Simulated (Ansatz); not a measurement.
# MnO3Br (MnBrO₃): geometry, orbitals and charge

Aim: characterise MnO3Br (MnBrO₃) as a singlet: its structure, frontier levels and distribution of charge.

Program: Ansatz 0.2.0, Gaussian basis. Level of theory: RKS PBE0-D4/def2-TZVP. These are calculated values, not measurements.

The runs, in order: relaxation at PBE0-D4/def2-SVP; a search for the lowest solution at PBE0-D4/def2-SVP; a single point at PBE0-D4/def2-TZVP.

**1. The system as given**

5 atoms, charge 0, spin multiplicity 1.

Atoms are counted from 1 here; the program's logs count them from 0.

Bond lengths: Mn1–O2 1.467 Å, Mn1–O3 1.468 Å, Mn1–O4 1.468 Å, Mn1–Br5 2.160 Å. Angles: O2–Mn1–O3 113.2°, O2–Mn1–O4 113.2°, O2–Mn1–Br5 105.5°, O3–Mn1–O4 113.2°, O3–Mn1–Br5 105.3°, O4–Mn1–Br5 105.4°.

As a file:

```xyz
5
charge 0, multiplicity 1
Mn    0.09264    0.16118    0.06763
O     0.05114    0.05729    1.53075
O     1.45233    0.08144   -0.47921
O    -0.67377    1.29924   -0.45303
Br   -0.92234   -1.59915   -0.66615
```

Formally the metal is d0. No spin-orbit coupling is included.

The start is a GFN2-xTB geometry.

**2. Optimising with PBE0-D4/def2-SVP**

Input file in.yaml:

```yaml
crystal:
  periodic: [false, false, false]
  atoms:
    - {symbol: Mn, position_ang: [0.092640, 0.161180, 0.067630]}
    - {symbol: O, position_ang: [0.051140, 0.057290, 1.530750]}
    - {symbol: O, position_ang: [1.452330, 0.081440, -0.479210]}
    - {symbol: O, position_ang: [-0.673770, 1.299240, -0.453030]}
    - {symbol: Br, position_ang: [-0.922340, -1.599150, -0.666150]}
basis:
  gaussian: {orbitals: def2-SVP}
hamiltonian: {xc: pbe0, dispersion: d4}
scf: {omitted_lower_state_checks: [starts]}
output: {orbitals: {seedname: orbitals}}
relax: {f_tol: 0.02, max_steps: 100}
```

Started as:

```
$ ansatz run in.yaml --threads 4 --pin off --events-out ev --progress --plain --max-ram 3916MiB
```

The runs that follow: Searching for the lowest solution, PBE0-D4/def2-SVP; Single point, PBE0-D4/def2-TZVP.

**Question.** What will the summary of the whole plan be? Wanted: point group; near neighbours of the metal; HOMO, LUMO at PBE0-D4/def2-TZVP; charge on the metal; dipole at PBE0-D4/def2-SVP.

The runs gave:

```
                                         quantity                              value
                                      point group                                C3v
                     near neighbours of the metal  O 1.53, O 1.53, O 1.53, Br 2.26 Å
                  HOMO, LUMO at PBE0-D4/def2-TZVP                    -9.26, -5.29 eV
charge on the metal (Mulliken, PBE0-D4/def2-TZVP)                            +1.20 e
                       dipole at PBE0-D4/def2-SVP                             0.69 D
```

**Reading.** The molecule keeps its bonding pattern by the stored test; the atoms moved 0.08 Å (rms). The metal has 4 near neighbours by the distance rule, from 1.53 to 2.26 Å. The Mulliken charge of the metal, +1.20 e, depends on the basis and isn't its oxidation state. No usable vibrations, so a minimum isn't proven. Whether this spin is the lowest isn't tested here.
